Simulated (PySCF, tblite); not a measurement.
# F3H3SSiSn: geometry, vibrations, single-point energies

Wanted: geometry, vibrations, single-point energies for F3H3SSiSn (`[F][Sn]([F])([F])[S][SiH3]`).

Programs: tblite 0.8.0 and PySCF 2.14.0, with routines of our own; each step states its level. All values are computed. Atoms count from 0.

3 further runs of the same task are left out: 3 for a known fault of the program.

### Step 1. The system as given

9 atoms, charge 0, multiplicity 1; geometry from: start built from the parent or by distance geometry.

### Step 2. Geometry optimisation with GFN2-xTB

The job: settings as JSON, then the geometry in Å.

```
{"job": {"kind": "relax", "xc": "GFN2-xTB", "basis": "xTB"}, "charge": 0, "multiplicity": 1}
Sn     1.574200    -0.074900     0.686300
F      1.356700    -1.184000    -1.000700
F      3.390800     0.761700     0.649200
F      1.680100    -1.417700     2.127600
S     -0.401800     1.308800     0.771200
Si    -1.728200     0.253100    -0.667700
H     -1.102500     0.394000    -1.982100
H     -1.844600    -1.097500    -0.157600
H     -2.897600     1.068600    -0.476600
```

On the command line:

```sh
$ OMP_NUM_THREADS=1 python redox_run.py task.json out
```

This one command runs all jobs of the session in turn.

Output:

```text
step      E/eV     max force
  0    -623.99007    0.513
  1    -623.99798    0.259
  2    -624.00135    0.097
  3    -624.00164    0.061
  4    -624.00181    0.034
  5    -624.00190    0.036
  6    -624.00207    0.039
  7    -624.00222    0.043
  8    -624.00235    0.036
  9    -624.00243    0.027
 10    -624.00248    0.023
 11    -624.00251    0.015
 12    -624.00253    0.013
 13    -624.00256    0.018
 14    -624.00260    0.024
 15    -624.00264    0.023
 16    -624.00268    0.017
 17    -624.00271    0.014
 18    -624.00272    0.015
 19    -624.00274    0.014
 20    -624.00275    0.015
 21    -624.00277    0.016
 22    -624.00280    0.021
 23    -624.00284    0.024
 24    -624.00287    0.015
 25    -624.00289    0.010
```

It took 0.15 s on 1 thread of Intel Xeon Platinum 8488C, shared host.

Step by step:

```tsv
step	energy from step 0 (eV)	largest force (eV/Å)
0	0.0000	0.5127
1	-0.0079	0.2590
2	-0.0113	0.0969
3	-0.0116	0.0610
4	-0.0117	0.0341
5	-0.0118	0.0360
6	-0.0120	0.0394
7	-0.0122	0.0430
8	-0.0123	0.0364
9	-0.0124	0.0269
10	-0.0124	0.0234
11	-0.0124	0.0149
12	-0.0125	0.0131
13	-0.0125	0.0178
14	-0.0125	0.0243
15	-0.0126	0.0233
16	-0.0126	0.0169
17	-0.0126	0.0144
18	-0.0127	0.0151
19	-0.0127	0.0139
20	-0.0127	0.0150
21	-0.0127	0.0163
22	-0.0127	0.0211
23	-0.0128	0.0237
24	-0.0128	0.0150
25	-0.0128	0.0099
```

Distances of close pairs at the start and the end, largest changes first:

```tsv
bond	before (Å)	after (Å)	change (Å)
Sn0–F3	1.973	2.000	+0.027
Si5–H8	1.438	1.457	+0.018
Sn0–S4	2.414	2.397	-0.017
S4–Si5	2.224	2.207	-0.017
Sn0–F1	2.031	2.021	-0.010
Si5–H6	1.463	1.455	-0.007
Si5–H7	1.448	1.455	+0.007
Sn0–F2	2.000	1.999	-0.001
```

The final coordinates are the input of the step that follows.

### Step 3. Infrared spectrum with GFN2-xTB

The job: settings as JSON, then the geometry in Å.

```
{"job": {"kind": "ir", "xc": "GFN2-xTB", "basis": "xTB"}, "charge": 0, "multiplicity": 1}
Sn     1.568451    -0.069152     0.687302
F      1.391761    -1.184273    -0.988333
F      3.383783     0.767287     0.649364
F      1.694833    -1.438934     2.138910
S     -0.391453     1.309694     0.748631
Si    -1.722064     0.258500    -0.663868
H     -1.123275     0.388844    -1.983977
H     -1.868231    -1.102975    -0.170448
H     -2.906672     1.082996    -0.467951
```

Output:

```text
mode    cm-1     km/mol
  1       5.2      0.52
  2      60.8      5.56
  3      77.0      5.51
  4      88.0      7.74
  5      92.6     14.52
  6     104.1     12.57
  7     111.7     13.06
  8     114.4      5.36
  9     239.1     12.45
 10     364.5     92.01
 11     385.3     72.83
 12     392.2     72.43
 13     411.8     74.37
 14     519.5     44.47
 15     541.5     29.04
 16     724.6    118.26
 17     727.5    142.41
 18     751.0    469.66
 19    2325.8     40.99
 20    2334.1    157.45
 21    2335.7    221.17
ZPE 76.001  H(298)-E 108.677  G(298)-E -26.320 kJ/mol  S 452.78 J/(mol K)
```

Wall time 0.33 s (1 thread of Intel Xeon Platinum 8488C, shared host).

Which atoms move in the most intense modes:

```tsv
cm⁻¹	km/mol	atoms
364	92.0	F1 37 %, Sn0 25 %, S4 23 %
385	72.8	F1 34 %, F3 24 %, Sn0 20 %, F2 19 %
412	74.4	Si5 47 %, S4 47 %
725	118.3	H7 59 %, H6 23 %, H8 14 %
728	142.4	H8 49 %, H6 41 %
751	469.7	H8 39 %, H6 28 %, H7 27 %
2334	157.4	H8 80 %, H7 15 %
2336	221.2	H6 60 %, H7 31 %
```

### Step 4. Optimising the geometry at PBE-D3(BJ)/def2-SVP

Settings changed since step 3:

```diff
@@ -1,2 +1,2 @@
-{"job": {"kind": "ir", "xc": "GFN2-xTB", "basis": "xTB"}, "charge": 0, "multiplicity": 1}
+{"job": {"xc": "PBE", "basis": "def2-SVP", "d3": "d3bj", "grid": 1, "kind": "geom"}, "charge": 0, "multiplicity": 1}
 Sn     1.568451    -0.069152     0.687302
```

Output:

```text
step   0  E = -1202.36918760  max force = 0.023970
step   1  E = -1202.37719747  max force = 0.009617
step   2  E = -1202.37818639  max force = 0.002549
step   3  E = -1202.37837331  max force = 0.001787
step   4  E = -1202.37840902  max force = 0.001866
step   5  E = -1202.37837273  max force = 0.001597
step   6  E = -1202.37834701  max force = 0.000893
step   7  E = -1202.37837924  max force = 0.000566
step   8  E = -1202.37840702  max force = 0.000496
step   9  E = -1202.37842038  max force = 0.000472
step  10  E = -1202.37842784  max force = 0.000411
optimisation converged
```

Wall time 80 s (1 thread of Intel Xeon Platinum 8488C, shared host).

Step by step:

```tsv
step	energy from step 0 (eV)	largest force component (eV/Å)
0	0.0000	1.2326
1	-0.2180	0.4945
2	-0.2449	0.1311
3	-0.2500	0.0919
4	-0.2509	0.0960
5	-0.2499	0.0821
6	-0.2492	0.0459
7	-0.2501	0.0291
8	-0.2509	0.0255
9	-0.2512	0.0243
10	-0.2514	0.0211
```

Distances of close pairs at the start and the end, largest changes first:

```tsv
bond	before (Å)	after (Å)	change (Å)
Sn0–F1	2.021	1.950	-0.071
Sn0–F2	1.999	1.938	-0.061
Sn0–F3	2.000	1.940	-0.060
Si5–H8	1.457	1.500	+0.043
Si5–H7	1.455	1.498	+0.042
Si5–H6	1.455	1.496	+0.041
Sn0–S4	2.397	2.388	-0.010
S4–Si5	2.207	2.205	-0.002
```

The end geometry stands in the next job.

```tsv
at the end point	value
point group (found at 0.08 Å tolerance)	C1
rotational constants (GHz, main isotopes)	2.269, 0.895, 0.832
dipole moment (D)	3.10
```

### Step 5. Single point (F3H3SSiSn): wB97X-D3(BJ)/ma-def2-SVP

Geometry: PBE-D3(BJ)/def2-SVP.

The job: settings as JSON, then the geometry in Å.

```
{"job": {"kind": "sp", "xc": "wB97X", "basis": "ma-def2-SVP", "d3": "d3bj", "grid": 2}, "charge": 0, "multiplicity": 1}
Sn     1.514750    -0.213391     0.686250
F      1.214743    -1.243809    -0.941321
F      3.320189     0.492127     0.674956
F      1.519137    -1.531172     2.110029
S     -0.206042     1.440842     0.739029
Si    -1.588277     0.403531    -0.630063
H     -1.121288     0.506677    -2.047736
H     -1.770290    -1.023168    -0.212162
H     -2.855580     1.180425    -0.429384
```

Output:

```text
coarse grid: 44072 points
cycle   1  E = -1200.2831425965  dE = -2.059e+01  |g| = 2.842e+00  |ddm| = 9.163e+00
cycle   2  E = -1147.0581718209  dE =  5.322e+01  |g| = 1.017e+01  |ddm| = 3.367e+01
cycle   3  E = -1202.7441423352  dE = -5.569e+01  |g| = 1.413e+00  |ddm| = 3.287e+01
cycle   4  E = -1202.9866556968  dE = -2.425e-01  |g| = 9.770e-01  |ddm| = 1.842e+00
cycle   5  E = -1203.1342477300  dE = -1.476e-01  |g| = 1.355e-01  |ddm| = 5.213e-01
cycle   6  E = -1203.1401512233  dE = -5.903e-03  |g| = 7.248e-02  |ddm| = 2.224e-01
cycle   7  E = -1203.1412313795  dE = -1.080e-03  |g| = 2.715e-02  |ddm| = 8.446e-02
cycle   8  E = -1203.1413987731  dE = -1.674e-04  |g| = 7.837e-03  |ddm| = 3.102e-02
cycle   9  E = -1203.1414224073  dE = -2.363e-05  |g| = 2.280e-03  |ddm| = 1.497e-02
cycle  10  E = -1203.1414265433  dE = -4.136e-06  |g| = 7.289e-04  |ddm| = 8.247e-03
final grid: 88648 points
cycle  11  E = -1203.1411404727  dE = -5.320e-07  |g| = 5.245e-04  |ddm| = 2.572e-03
cycle  12  E = -1203.1411405457  dE = -7.303e-08  |g| = 4.974e-04  |ddm| = 1.470e-03
cycle  13  E = -1203.1411406013  dE = -5.557e-08  |g| = 1.029e-04  |ddm| = 4.867e-04
cycle  14  E = -1203.1411406081  dE = -6.745e-09  |g| = 5.931e-05  |ddm| = 2.724e-04
converged SCF energy = -1203.1411406081
```

Run time: 8 s. Hardware: 1 thread of Intel Xeon Platinum 8488C, shared host; peak memory 0.61 GiB.

### Step 6. Single point (F3H3SSiSn+ (doublet)): wB97X-D3(BJ)/ma-def2-SVP

Geometry: PBE-D3(BJ)/def2-SVP, that of another charge or spin state.

Settings changed since step 5:

```diff
@@ -1,2 +1,2 @@
-{"job": {"kind": "sp", "xc": "wB97X", "basis": "ma-def2-SVP", "d3": "d3bj", "grid": 2}, "charge": 0, "multiplicity": 1}
+{"job": {"kind": "sp", "xc": "wB97X", "basis": "ma-def2-SVP", "d3": "d3bj", "grid": 2}, "charge": 1, "multiplicity": 2}
 Sn     1.514750    -0.213391     0.686250
```

Output:

```text
final grid: 88648 points
cycle   1  E = -1202.7365781580  dE = -1.264e-09  |g| = 1.327e-05  |ddm| = 5.362e-05
converged SCF energy = -1202.7365781580
```

Wall time 40 s (1 thread of Intel Xeon Platinum 8488C, shared host); peak memory 0.66 GiB.

### Step 7. Relaxing the molecule with GFN2-xTB

This step treats F₃H₃SSiSn+ (doublet), labelled `[F][Sn]([F])([F])[S+][SiH3]` (the label fixes atoms and charge, not where charge and spin sit).

The job: settings as JSON, then the geometry in Å.

```
{"job": {"kind": "relax", "xc": "GFN2-xTB", "basis": "xTB"}, "charge": 1, "multiplicity": 2}
Sn     1.531000    -0.219500     0.681000
F      1.204000    -1.235200    -0.964300
F      3.337600     0.484500     0.678100
F      1.516600    -1.516600     2.089400
S     -0.209300     1.437000     0.750400
Si    -1.599300     0.401800    -0.638800
H     -1.120900     0.512500    -2.058700
H     -1.758800    -1.014200    -0.207100
H     -2.846600     1.173600    -0.430600
```

Output:

```text
step      E/eV     max force
  0    -609.14554    1.311
  1    -609.18514    0.993
  2    -609.24635    0.626
  3    -609.26372    0.577
  4    -609.30753    0.416
  5    -609.32287    0.384
  6    -609.33234    0.272
  7    -609.33804    0.226
  8    -609.34186    0.268
  9    -609.34670    0.247
 10    -609.35112    0.165
 11    -609.35390    0.157
 12    -609.35552    0.148
 13    -609.35744    0.138
 14    -609.35971    0.137
 15    -609.36171    0.173
 16    -609.36308    0.155
 17    -609.36389    0.093
 18    -609.36435    0.062
 19    -609.36462    0.045
 20    -609.36493    0.056
 21    -609.36545    0.077
 22    -609.36622    0.088
 23    -609.36702    0.090
 24    -609.36750    0.051
 25    -609.36771    0.040
 26    -609.36786    0.036
 27    -609.36804    0.045
 28    -609.36826    0.057
 29    -609.36854    0.057
 30    -609.36891    0.070
 31    -609.36930    0.058
 32    -609.36958    0.043
 33    -609.36972    0.035
 34    -609.36983    0.042
 35    -609.36997    0.043
 36    -609.37020    0.047
 37    -609.37045    0.045
 38    -609.37060    0.024
 39    -609.37065    0.021
 40    -609.37070    0.022
 41    -609.37079    0.027
 42    -609.37097    0.046
 43    -609.37125    0.063
 44    -609.37153    0.060
 45    -609.37169    0.037
 46    -609.37175    0.019
 47    -609.37178    0.016
 48    -609.37181    0.019
 49    -609.37185    0.028
 50    -609.37193    0.041
 51    -609.37211    0.057
 52    -609.37249    0.074
 53    -609.37318    0.086
 54    -609.37405    0.073
 55    -609.37477    0.050
 56    -609.37509    0.051
 57    -609.37528    0.052
 58    -609.37569    0.060
 59    -609.37627    0.074
 60    -609.37722    0.092
 61    -609.37821    0.076
 62    -609.37892    0.064
 63    -609.37932    0.051
 64    -609.37955    0.036
 65    -609.37965    0.034
 66    -609.37984    0.036
 67    -609.38009    0.044
 68    -609.38065    0.064
 69    -609.38147    0.079
 70    -609.38228    0.067
 71    -609.38283    0.044
 72    -609.38303    0.027
 73    -609.38310    0.025
 74    -609.38315    0.020
 75    -609.38322    0.020
 76    -609.38331    0.037
 77    -609.38352    0.062
 78    -609.38387    0.090
 79    -609.38442    0.102
 80    -609.38494    0.076
 81    -609.38520    0.030
 82    -609.38527    0.023
 83    -609.38530    0.024
 84    -609.38535    0.021
 85    -609.38544    0.029
 86    -609.38563    0.044
 87    -609.38593    0.052
 88    -609.38621    0.040
 89    -609.38635    0.014
 90    -609.38637    0.008
```

Run time: 0.61 s. Hardware: 1 thread of Intel Xeon Platinum 8488C, shared host.

Step by step: (not every step is listed)

```tsv
step	energy from step 0 (eV)	largest force (eV/Å)
0	0.0000	1.3106
1	-0.0396	0.9928
2	-0.1008	0.6264
3	-0.1182	0.5770
4	-0.1620	0.4155
5	-0.1773	0.3837
6	-0.1868	0.2725
7	-0.1925	0.2261
8	-0.1963	0.2682
15	-0.2162	0.1732
22	-0.2207	0.0884
29	-0.2230	0.0571
36	-0.2247	0.0474
43	-0.2257	0.0628
50	-0.2264	0.0409
57	-0.2297	0.0516
64	-0.2340	0.0361
71	-0.2373	0.0436
78	-0.2383	0.0904
85	-0.2399	0.0289
86	-0.2401	0.0445
87	-0.2404	0.0523
88	-0.2407	0.0395
89	-0.2408	0.0143
90	-0.2408	0.0075
```

Close pairs (by a distance rule), those that changed most:

```tsv
bond	before (Å)	after (Å)	change (Å)
Sn0–S4	2.404	2.511	+0.108
Sn0–F3	1.915	2.002	+0.087
S4–Si5	2.221	2.291	+0.070
Sn0–F1	1.961	2.025	+0.064
Sn0–F2	1.939	1.998	+0.059
Si5–H6	1.502	1.478	-0.024
Si5–H7	1.489	1.466	-0.023
Si5–H8	1.481	1.465	-0.017
```

The end geometry stands in the next job.

### Step 8. Vibrational analysis with GFN2-xTB

The job: settings as JSON, then the geometry in Å.

```
{"job": {"kind": "ir", "xc": "GFN2-xTB", "basis": "xTB"}, "charge": 1, "multiplicity": 2}
Sn     1.790082    -0.084624     0.611136
F      1.356096    -0.948945    -1.167540
F      3.721280     0.200454     1.038775
F      0.882848    -1.353910     1.865767
S     -0.117039     1.529401     0.355583
Si    -1.764529     0.249997    -0.592434
H     -1.377497     0.472276    -2.001621
H     -1.535306    -1.098682    -0.065598
H     -2.901470     1.058083    -0.144830
```

Output:

```text
mode    cm-1     km/mol
  1      30.2      3.03
  2      49.7      2.18
  3      74.2     11.47
  4      76.1     10.63
  5      80.3      8.56
  6      85.4      4.96
  7      98.7     13.65
  8     103.6      8.92
  9     200.1      1.12
 10     269.9      4.92
 11     317.9     41.05
 12     381.6     44.42
 13     392.2     49.37
 14     404.7      9.95
 15     467.9     20.82
 16     578.2     24.37
 17     629.0     67.20
 18     707.9    136.97
 19    2114.3    110.41
 20    2230.7     30.48
 21    2261.6     22.59
ZPE 69.109  H(298)-E 103.505  G(298)-E -34.673 kJ/mol  S 463.45 J/(mol K)
```

Wall time 0.35 s (1 thread of Intel Xeon Platinum 8488C, shared host).

The strongest bands and the atoms that carry them (share of the mass-weighted mode):

```tsv
cm⁻¹	km/mol	atoms
318	41.0	F1 31 %, F3 22 %, Sn0 18 %, F2 15 %
382	44.4	F1 48 %, F3 24 %, Sn0 17 %
392	49.4	F2 47 %, F3 31 %, Sn0 19 %
578	24.4	H6 48 %, H7 39 %, H8 10 %
629	67.2	H8 55 %, H7 27 %, H6 14 %
708	137.0	H8 40 %, H7 34 %, H6 21 %
2114	110.4	H6 96 %
2231	30.5	H7 96 %
```

### Step 9. Relaxing the molecule at PBE-D3(BJ)/def2-SVP

This step treats F3H3SSiSn+ (doublet), labelled `[F][Sn]([F])([F])[S+][SiH3]` (the label fixes atoms and charge, not where charge and spin sit).

Settings changed since step 8:

```diff
@@ -1,2 +1,2 @@
-{"job": {"kind": "ir", "xc": "GFN2-xTB", "basis": "xTB"}, "charge": 1, "multiplicity": 2}
+{"job": {"xc": "PBE", "basis": "def2-SVP", "d3": "d3bj", "grid": 1, "kind": "geom"}, "charge": 1, "multiplicity": 2}
 Sn     1.790082    -0.084624     0.611136
```

Output:

```text
step   0  E = -1201.99643151  max force = 0.041844
step   1  E = -1202.00933971  max force = 0.013159
step   2  E = -1202.01099004  max force = 0.007646
step   3  E = -1202.01196490  max force = 0.002666
step   4  E = -1202.01231119  max force = 0.002257
step   5  E = -1202.01275770  max force = 0.003148
step   6  E = -1202.01306763  max force = 0.001789
step   7  E = -1202.01327199  max force = 0.001540
step   8  E = -1202.01330108  max force = 0.000750
step   9  E = -1202.01331845  max force = 0.000314
step  10  E = -1202.01334501  max force = 0.000526
step  11  E = -1202.01335679  max force = 0.000480
step  12  E = -1202.01337552  max force = 0.000217
step  13  E = -1202.01338098  max force = 0.000148
optimisation converged
```

It took 2.1 min on 1 thread of Intel Xeon Platinum 8488C, shared host.

Step by step:

```tsv
step	energy from step 0 (eV)	largest force component (eV/Å)
0	0.0000	2.1517
1	-0.3513	0.6767
2	-0.3962	0.3932
3	-0.4227	0.1371
4	-0.4321	0.1161
5	-0.4443	0.1619
6	-0.4527	0.0920
7	-0.4583	0.0792
8	-0.4590	0.0386
9	-0.4595	0.0161
10	-0.4602	0.0270
11	-0.4606	0.0247
12	-0.4611	0.0112
13	-0.4612	0.0076
```

Distances of close pairs at the start and the end, largest changes first:

```tsv
bond	before (Å)	after (Å)	change (Å)
Sn0–F1	2.025	1.932	-0.092
Sn0–F3	2.002	1.920	-0.082
Sn0–F2	1.998	1.917	-0.082
S4–Si5	2.291	2.243	-0.048
Sn0–S4	2.511	2.552	+0.041
Si5–H6	1.478	1.513	+0.035
Si5–H7	1.466	1.496	+0.030
Si5–H8	1.465	1.491	+0.026
```

The next job starts from the end point, and lists it.

```tsv
at the end point	value
point group (found at 0.08 Å tolerance)	C1
rotational constants (GHz, main isotopes)	2.183, 0.829, 0.798
⟨S²⟩	0.754
```

### Step 10. Single point (F₃H₃SSiSn): wB97X-D3(BJ)/ma-def2-SVP

Geometry: PBE-D3(BJ)/def2-SVP, that of another charge or spin state.

The job: settings as JSON, then the geometry in Å.

```
{"job": {"kind": "sp", "xc": "wB97X", "basis": "ma-def2-SVP", "d3": "d3bj", "grid": 2}, "charge": 0, "multiplicity": 1}
Sn     1.632143    -0.488776     0.686778
F      1.012986    -1.329906    -0.938862
F      3.348943     0.345967     0.515855
F      1.352131    -1.560112     2.254830
S     -0.154944     1.330058     0.801992
Si    -1.642261     0.505309    -0.661043
H     -0.909230     0.869671    -1.933928
H     -1.724533    -0.970990    -0.431942
H     -2.860564     1.323100    -0.394642
```

Output:

```text
coarse grid: 44072 points
cycle   1  E = -1200.4226472334  dE = -2.081e+01  |g| = 2.788e+00  |ddm| = 8.978e+00
cycle   2  E = -1151.5038444251  dE =  4.892e+01  |g| = 9.737e+00  |ddm| = 2.534e+01
cycle   3  E = -1202.6979374428  dE = -5.119e+01  |g| = 1.434e+00  |ddm| = 2.420e+01
cycle   4  E = -1202.9420016764  dE = -2.441e-01  |g| = 1.032e+00  |ddm| = 1.852e+00
cycle   5  E = -1203.1076975900  dE = -1.657e-01  |g| = 1.507e-01  |ddm| = 5.310e-01
cycle   6  E = -1203.1142036419  dE = -6.506e-03  |g| = 8.273e-02  |ddm| = 2.239e-01
cycle   7  E = -1203.1157760092  dE = -1.572e-03  |g| = 2.593e-02  |ddm| = 1.076e-01
cycle   8  E = -1203.1159452496  dE = -1.692e-04  |g| = 9.737e-03  |ddm| = 3.643e-02
cycle   9  E = -1203.1159781180  dE = -3.287e-05  |g| = 2.576e-03  |ddm| = 1.643e-02
cycle  10  E = -1203.1159845238  dE = -6.406e-06  |g| = 9.944e-04  |ddm| = 1.030e-02
final grid: 88648 points
cycle  11  E = -1203.1158960386  dE = -9.058e-07  |g| = 6.602e-04  |ddm| = 3.220e-03
cycle  12  E = -1203.1158962011  dE = -1.625e-07  |g| = 6.999e-04  |ddm| = 1.957e-03
cycle  13  E = -1203.1158963088  dE = -1.077e-07  |g| = 1.500e-04  |ddm| = 6.127e-04
cycle  14  E = -1203.1158963354  dE = -2.667e-08  |g| = 9.237e-05  |ddm| = 6.151e-04
cycle  15  E = -1203.1158963441  dE = -8.620e-09  |g| = 1.766e-05  |ddm| = 4.535e-04
converged SCF energy = -1203.1158963441
```

Run time: 8.5 s. Hardware: 1 thread of Intel Xeon Platinum 8488C, shared host; peak memory 0.62 GiB.

### Step 11. Single point (F₃H₃SSiSn+ (doublet), [F][Sn]([F])([F])[S+][SiH3]): wB97X-D3(BJ)/ma-def2-SVP

Geometry: PBE-D3(BJ)/def2-SVP.

Settings changed since step 10:

```diff
@@ -1,2 +1,2 @@
-{"job": {"kind": "sp", "xc": "wB97X", "basis": "ma-def2-SVP", "d3": "d3bj", "grid": 2}, "charge": 0, "multiplicity": 1}
+{"job": {"kind": "sp", "xc": "wB97X", "basis": "ma-def2-SVP", "d3": "d3bj", "grid": 2}, "charge": 1, "multiplicity": 2}
 Sn     1.632143    -0.488776     0.686778
```

Output:

```text
final grid: 88648 points
cycle   1  E = -1202.7521797028  dE = -1.572e-09  |g| = 2.445e-05  |ddm| = 6.004e-05
converged SCF energy = -1202.7521797028
```

Run time: 38 s. Hardware: 1 thread of Intel Xeon Platinum 8488C, shared host; peak memory 0.66 GiB.

### Step 12. Summary of results

| quantity | value |
| --- | --- |
| strongest single infrared mode (GFN2-xTB) | 751 cm⁻¹, 470 km/mol |
| zero-point energy (GFN2-xTB) | 18.2 kcal/mol |
| point group | C1 |
| rotational constants (main isotopes) | 2.27, 0.90, 0.83 GHz |

What this shows: No mode is imaginary among the 21: a minimum at this level. The strongest single mode, at 751 cm⁻¹, has its largest shares on H8, H6 and H7 (the list is cut at 3 atoms). GFN2-xTB is a fitted tight-binding method: band positions and strengths are rough. Its intensities can rank the bands wrongly. Relaxing lowered the energy by 0.251 eV in 10 steps; the close pair that moved most is Sn0–F1, from 2.021 to 1.950 Å (PBE/def2-SVP). Steps that list no spin-orbit terms leave them out, which matters at and beside the heavy atoms.
